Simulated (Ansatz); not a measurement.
# Ga2O3: the cost of one run

Program: Ansatz 0.2.0. Level of theory: DFT PBE, scalar-relativistic, plane waves, PAW. These are calculated values, not measurements.

## 1. The structure to begin with

It takes space group R-3c (No. 167, trigonal). The conventional cell has a = 4.997 Å, b = 4.997 Å, c = 13.451 Å, α = 90.00°, β = 90.00°, γ = 120.00°. Ga (site symmetry 3) has 6 O at 1.93 to 2.08 Å in its first shell of neighbours. O (site symmetry 2) is surrounded by 4 Ga at 1.93 to 2.08 Å.

As a file:

```cif
data_structure
_symmetry_space_group_name_H-M 'P 1'
_symmetry_Int_Tables_number 1
_cell_length_a 7.3076
_cell_length_b 7.3076
_cell_length_c 7.3076
_cell_angle_alpha 86.293
_cell_angle_beta 86.293
_cell_angle_gamma 86.293
_cell_volume 387.88
loop_
_atom_site_label
_atom_site_type_symbol
_atom_site_fract_x
_atom_site_fract_y
_atom_site_fract_z
_atom_site_occupancy
Ga1 Ga 0.85559 0.35559 0.35559 1
Ga2 Ga 0.35559 0.85559 0.35559 1
Ga3 Ga 0.35559 0.35559 0.85559 1
Ga4 Ga 0.85559 0.85559 0.85559 1
Ga5 Ga 0.64441 0.14441 0.14441 1
Ga6 Ga 0.14441 0.64441 0.14441 1
Ga7 Ga 0.14441 0.14441 0.64441 1
Ga8 Ga 0.64441 0.64441 0.64441 1
Ga9 Ga 0.14441 0.14441 0.14441 1
Ga10 Ga 0.64441 0.64441 0.14441 1
Ga11 Ga 0.64441 0.14441 0.64441 1
Ga12 Ga 0.14441 0.64441 0.64441 1
Ga13 Ga 0.35559 0.35559 0.35559 1
Ga14 Ga 0.85559 0.85559 0.35559 1
Ga15 Ga 0.85559 0.35559 0.85559 1
Ga16 Ga 0.35559 0.85559 0.85559 1
O1 O 0.75000 0.40158 0.09842 1
O2 O 0.25000 0.90158 0.09842 1
O3 O 0.25000 0.40158 0.59842 1
O4 O 0.75000 0.90158 0.59842 1
O5 O 0.90158 0.09842 0.25000 1
O6 O 0.40158 0.59842 0.25000 1
O7 O 0.40158 0.09842 0.75000 1
O8 O 0.90158 0.59842 0.75000 1
O9 O 0.59842 0.25000 0.40158 1
O10 O 0.09842 0.75000 0.40158 1
O11 O 0.09842 0.25000 0.90158 1
O12 O 0.59842 0.75000 0.90158 1
O13 O 0.25000 0.09842 0.40158 1
O14 O 0.75000 0.59842 0.40158 1
O15 O 0.75000 0.09842 0.90158 1
O16 O 0.25000 0.59842 0.90158 1
O17 O 0.40158 0.25000 0.09842 1
O18 O 0.90158 0.75000 0.09842 1
O19 O 0.90158 0.25000 0.59842 1
O20 O 0.40158 0.75000 0.59842 1
O21 O 0.09842 0.40158 0.25000 1
O22 O 0.59842 0.90158 0.25000 1
O23 O 0.59842 0.40158 0.75000 1
O24 O 0.09842 0.90158 0.75000 1
```

The runs take a perfect supercell of 40 atoms; the defect goes to fractional position (0.856, 0.356, 0.356).

## 2. The perfect supercell

Contents of input.yaml:

```yaml
crystal:
  lattice:
    - [-4.997398, -2.885249, 4.48355]
    - [4.997398, -2.885249, 4.48355]
    - [0.0, 5.770499, 4.48355]
  atoms:
    - { symbol: Ga, position: [0.855586, 0.355586, 0.355586] }
    - { symbol: Ga, position: [0.355586, 0.855586, 0.355586] }
    - { symbol: Ga, position: [0.355586, 0.355586, 0.855586] }
    - { symbol: Ga, position: [0.855586, 0.855586, 0.855586] }
    - { symbol: Ga, position: [0.644414, 0.144414, 0.144414] }
    - { symbol: Ga, position: [0.144414, 0.644414, 0.144414] }
    - { symbol: Ga, position: [0.144414, 0.144414, 0.644414] }
    - { symbol: Ga, position: [0.644414, 0.644414, 0.644414] }
    - { symbol: Ga, position: [0.144414, 0.144414, 0.144414] }
    - { symbol: Ga, position: [0.644414, 0.644414, 0.144414] }
    - { symbol: Ga, position: [0.644414, 0.144414, 0.644414] }
    - { symbol: Ga, position: [0.144414, 0.644414, 0.644414] }
    - { symbol: Ga, position: [0.355586, 0.355586, 0.355586] }
    - { symbol: Ga, position: [0.855586, 0.855586, 0.355586] }
    - { symbol: Ga, position: [0.855586, 0.355586, 0.855586] }
    - { symbol: Ga, position: [0.355586, 0.855586, 0.855586] }
    - { symbol: O, position: [0.75, 0.401584, 0.098416] }
    - { symbol: O, position: [0.25, 0.901584, 0.098416] }
    - { symbol: O, position: [0.25, 0.401584, 0.598416] }
    - { symbol: O, position: [0.75, 0.901584, 0.598416] }
    - { symbol: O, position: [0.901584, 0.098416, 0.25] }
    - { symbol: O, position: [0.401584, 0.598416, 0.25] }
    - { symbol: O, position: [0.401584, 0.098416, 0.75] }
    - { symbol: O, position: [0.901584, 0.598416, 0.75] }
    - { symbol: O, position: [0.598416, 0.25, 0.401584] }
    - { symbol: O, position: [0.098416, 0.75, 0.401584] }
    - { symbol: O, position: [0.098416, 0.25, 0.901584] }
    - { symbol: O, position: [0.598416, 0.75, 0.901584] }
    - { symbol: O, position: [0.25, 0.098416, 0.401584] }
    - { symbol: O, position: [0.75, 0.598416, 0.401584] }
    - { symbol: O, position: [0.75, 0.098416, 0.901584] }
    - { symbol: O, position: [0.25, 0.598416, 0.901584] }
    - { symbol: O, position: [0.401584, 0.25, 0.098416] }
    - { symbol: O, position: [0.901584, 0.75, 0.098416] }
    - { symbol: O, position: [0.901584, 0.25, 0.598416] }
    - { symbol: O, position: [0.401584, 0.75, 0.598416] }
    - { symbol: O, position: [0.098416, 0.401584, 0.25] }
    - { symbol: O, position: [0.598416, 0.901584, 0.25] }
    - { symbol: O, position: [0.598416, 0.401584, 0.75] }
    - { symbol: O, position: [0.098416, 0.901584, 0.75] }
basis:
  ecutwfc: 420
  fft_grid_basis: typed
kpoints:
  mp_grid: { grid: [3, 3, 3] }
hamiltonian:
  xc: pbe
  pseudopotentials: { kind: paw }
scf:
  occupations: { method: gaussian, width: 0.05 }
output:
  forces: true
  stress: false
  eigenvalues: true
  bader: false
  write_density: true
  volumetric_format: npy
```

Run with:

```bash
ansatz run input.yaml --threads 4 --pin off --max-ram 10240MiB --backend cpu --events-out ev --progress --plain --runs-dir out
```

**Question.** How long does this run take on 4 threads of Arm Neoverse V1, shared host, and how much memory does it need?

About 8.7 s, with a peak of 1.9 GiB.
